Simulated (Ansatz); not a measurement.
Crystal: NiMoIrPdW.

```xyz
5
Lattice="2.7608 0.0000 0.0000 -1.3804 2.3909 0.0000 0.0000 0.0000 11.3405" Properties=species:S:1:pos:R:3 pbc="T T T"
Ni    0.0000    0.0000    8.0423
Mo    1.3804    0.7970    3.3369
Pd    1.3804    0.7970   10.1952
Ir    0.0000    0.0000    1.2025
W     1.3804    0.7970    6.0015
```

The cell was built by a generator and needn't be a form met in nature.

| Quantity | Value |
| --- | --- |
| Program | Ansatz 0.2.0 |
| Task | relaxation of cell and atoms |
| Functional | LDA |
| Potentials or basis | Ansatz PAW |
| Cutoff | 420 eV (not typed: the program's choice for these potentials) |
| k mesh | 8 × 8 × 2 |
| Occupations | fermi-dirac, width 0.05 eV |
| Spin | collinear spin, ferromagnetic start |
| Starting moments | [1.0, 1.0, 0.0, 0.6, 0.0] μB |

At the start: volume 14.97 Å³/atom.

Q: How do energy, volume and symmetry change on relaxing?

A: It ends after 7 steps and the volume is 14.09 Å³/atom (-5.9 %); space group P3m1 (No. 156, to 0.05 Å); moment 0.00 μB per cell.

The path:
| step | energy change (eV) | largest force (eV/Å) | volume (Å³) |
| --- | --- | --- | --- |
| 1 | 0.0000 | 0.2902 | 74.86 |
| 2 | -0.2045 | 0.1424 | 71.19 |
| 3 | -0.2132 | 0.0162 | 70.32 |
| 4 | -0.2134 | 0.0119 | 70.44 |
| 5 | -0.2135 | 0.0260 | 70.44 |
| 6 | -0.2135 | 0.0029 | 70.43 |
| 7 | -0.2124 | 0.0029 | 70.43 |

Final structure:
```cif
data_structure
_symmetry_space_group_name_H-M 'P 1'
_symmetry_Int_Tables_number 1
_cell_length_a 2.7112
_cell_length_b 2.7112
_cell_length_c 11.0646
_cell_angle_alpha 90.000
_cell_angle_beta 90.000
_cell_angle_gamma 120.000
_cell_volume 70.43
loop_
_atom_site_label
_atom_site_type_symbol
_atom_site_fract_x
_atom_site_fract_y
_atom_site_fract_z
_atom_site_occupancy
Ni1 Ni 0.00000 0.00000 0.71104 1
Mo1 Mo 0.66667 0.33333 0.29502 1
Pd1 Pd 0.66667 0.33333 0.89750 1
Ir1 Ir 0.00000 0.00000 0.10264 1
W1 W 0.66667 0.33333 0.53148 1
```

Caveat: the plane-wave basis is chosen anew once the cell has moved, so the energies of steps on either side of that aren't comparable; the PAW data sets come from PBE, with cores solved anew for the run's functional, which leaves a small shift of forces and pressure; the starting moments weren't kept.
